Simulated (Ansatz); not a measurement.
A run of Ansatz 0.2.0 is set up as follows.

File input.yaml:

```yaml
crystal:
  lattice:
    - [2.9025379727, 1.6757810799, 3.4877732718]
    - [-2.9025379727, 1.6757810799, 3.4877732718]
    - [0.0, -3.3515621597, 3.4877732718]
  atoms:
    - { symbol: Zr, position: [0.838727, 0.5, 0.161273] }
    - { symbol: Zr, position: [0.5, 0.161273, 0.838727] }
    - { symbol: Zr, position: [0.161273, 0.838727, 0.5] }
    - { symbol: S, position: [0.665023, 0.665023, 0.665023] }
    - { symbol: S, position: [0.334977, 0.334977, 0.334977] }
hamiltonian:
  xc: r2scan
  pseudopotentials: { kind: paw }
kpoints:
  mp_grid: { grid: [6, 6, 6] }
scf:
  occupations: { method: fermi_dirac, width: 0.05 }
output:
  forces: true
  stress: true
  eigenvalues: true
  write_density: true
  write_potential: true
  elf: true
  volumetric_format: npy
relax:
  f_tol: 0.01
  max_steps: 40
  cell: { stress_tol: 0.05 }
```

Potentials or basis: Ansatz PAW.

Launch:

```sh
$ ansatz run input.yaml --threads 2 --pin off --max-ram 5632MiB --backend cpu --events-out ev --progress --plain --runs-dir out
```

Q: Estimate the band gap on the k mesh.

A: None (metal or under the smearing width).

Q: What does it give for the relaxed cell?

A: a = 4.833 Å, b = 4.833 Å, c = 4.833 Å, α = 73.42°, β = 73.42°, γ = 73.42°.

Final structure:
```yaml
crystal:
  lattice:
    - [2.88915, 1.66805, 3.49741]
    - [-2.88915, 1.66805, 3.49741]
    - [0.00000, -3.33610, 3.49741]
  atoms:
    - { symbol: Zr, position: [0.83835, 0.50000, 0.16165] }
    - { symbol: Zr, position: [0.50000, 0.16165, 0.83835] }
    - { symbol: Zr, position: [0.16165, 0.83835, 0.50000] }
    - { symbol: S, position: [0.66476, 0.66476, 0.66476] }
    - { symbol: S, position: [0.33524, 0.33524, 0.33524] }
```
